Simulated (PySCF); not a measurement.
# C3H7AlFN: the cost of one run

Computed with PySCF 2.14.0, with density-fitted response routines of our own, on a single molecule in the gas phase. Atoms are numbered from 0 throughout.

### 1 Starting geometry

13 atoms, charge 0, multiplicity 1; geometry from: GFN2-xTB. The atoms were then displaced at random by about 0.01 Å, so the start is not that level's minimum.

Bonds of the start (Å): F0–C1 1.34, C1–C2 1.54, C2–C3 1.48, C3–N4 1.11, N4–Al5 1.99, C1–H6 1.10, C1–H7 1.10, C2–H8 1.07, C2–H9 1.11, Al5–H10 1.58, Al5–H11 1.56, Al5–H12 1.59.

### 2 Relaxing the molecule at PBE0-D3(BJ)/def2-SVP

Job settings and geometry (Å):

```
{"job": {"xc": "PBE0", "basis": "def2-SVP", "d3": "d3bj", "grid": 1, "shake": 0.01, "kind": "geom"}, "charge": 0, "multiplicity": 1}
F     -3.152670    -0.579670     0.735420
C     -1.822120    -0.579330     0.573860
C     -1.350100     0.866380     0.353090
C      0.105770     0.886960     0.103030
N      1.196410     0.865820    -0.119060
Al     2.750580    -0.381830    -0.087020
H     -1.376970    -1.013790     1.482420
H     -1.578020    -1.198540    -0.296210
H     -1.862160     1.311400    -0.471440
H     -1.550500     1.467540     1.260410
H      2.838070    -0.440820     1.493230
H      3.876960     0.333340    -0.890350
H      1.930580    -1.554340    -0.783490
```

Launch:

```
> OMP_NUM_THREADS=1 python probes_run.py task.json out
```

The driver reads the jobs from task.json and runs them one after another.

**Question.** How long does this first job take on 1 thread of Arm Neoverse V1, shared host, and how much memory does it need?

About 62 s, with a peak of 0.52 GiB.
